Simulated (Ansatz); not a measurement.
# FH₃HfSe₃: basis-set convergence

One table from this session's results is given with a row withheld; the runs are named, their logs left out.

The runs use Ansatz 0.2.0, Gaussian basis; one geometry, several basis sets.

The runs, in order: PBE0-D4/def2-SVP; ωB97M-V/def2-SVP; PBE0-D4/def2-QZVPP; ωB97M-V/def2-QZVPP; the functionals' def2-TZVPP values are taken from earlier runs.

### The geometry

All runs share one geometry, relaxed beforehand with PBE0-D4 in a triple-zeta def2 set. Hf takes the def2 core potential; no spin-orbit term is included.

SMILES `[F][Hf]([SeH])([SeH])[SeH]`, 8 atoms, charge 0, spin multiplicity 1.

Atoms are counted from 1 here; the program's logs count them from 0.

Bond lengths: F1–Hf2 1.881 Å, Hf2–Se3 2.568 Å, Hf2–Se4 2.568 Å, Hf2–Se5 2.568 Å, Se3–H6 1.474 Å, Se4–H7 1.474 Å, Se5–H8 1.474 Å. Angles: F1–Hf2–Se3 109.5°, F1–Hf2–Se4 109.5°, F1–Hf2–Se5 109.5°, Se3–Hf2–Se4 109.5°, Se3–Hf2–Se5 109.5°, Se4–Hf2–Se5 109.4°, Hf2–Se3–H6 86.7°, Hf2–Se4–H7 86.7°, Hf2–Se5–H8 86.7°.

Geometry (Å):

```
F    -0.8226   -2.5674   -0.0614
Hf   -0.2400   -0.7794   -0.0236
Se   -0.8488    0.3663   -2.2394
Se   -1.3810    0.4526    1.9189
Se    2.3063   -0.7152    0.3012
H     0.4326    1.0847   -2.1225
H    -1.4390    1.6262    1.0294
H     2.0846    0.4750    1.1416
```

Set-up of the first run:

in.yaml reads:

```yaml
crystal:
  periodic: [false, false, false]
  atoms:
    - {symbol: F, position_ang: [-0.822615, -2.567425, -0.061450]}
    - {symbol: Hf, position_ang: [-0.239990, -0.779419, -0.023613]}
    - {symbol: Se, position_ang: [-0.848818, 0.366255, -2.239361]}
    - {symbol: Se, position_ang: [-1.381027, 0.452601, 1.918853]}
    - {symbol: Se, position_ang: [2.306295, -0.715158, 0.301231]}
    - {symbol: H, position_ang: [0.432628, 1.084703, -2.122488]}
    - {symbol: H, position_ang: [-1.438981, 1.626233, 1.029416]}
    - {symbol: H, position_ang: [2.084607, 0.475010, 1.141610]}
basis:
  gaussian: {orbitals: def2-SVP}
hamiltonian: {xc: pbe0, dispersion: d4}
output: {orbitals: {seedname: orbitals}}
```

The run is started by

```bash
ansatz run in.yaml --threads 2 --pin off --events-out ev --progress --plain --max-ram 32768MiB --backend cpu
```

Steps of the session up to this table: PBE0-D4 in def2-SVP; ωB97M-V in def2-SVP; PBE0-D4 in def2-QZVPP; ωB97M-V in def2-QZVPP.

One table of the session follows, with a row left open; its other results are not shown here.

It belongs to the step «Functionals by basis». 

```
functional       basis  HOMO (eV)  LUMO (eV)
   PBE0-D4    def2-SVP      -7.38      -2.03
   PBE0-D4  def2-TZVPP      -7.38      -1.98
   PBE0-D4  def2-QZVPP      -7.39      -1.99
   ωB97M-V    def2-SVP          ?          ?
   ωB97M-V  def2-TZVPP      -9.44      -0.04
   ωB97M-V  def2-QZVPP      -9.45      -0.07
```

Q: Estimate the row for ωB97M-V, def2-SVP from the others.

As computed: HOMO (eV): -9.42; LUMO (eV): -0.08. In the column «HOMO (eV)» it lies between ωB97M-V, def2-TZVPP (-9.44) and PBE0-D4, def2-QZVPP (-7.39).
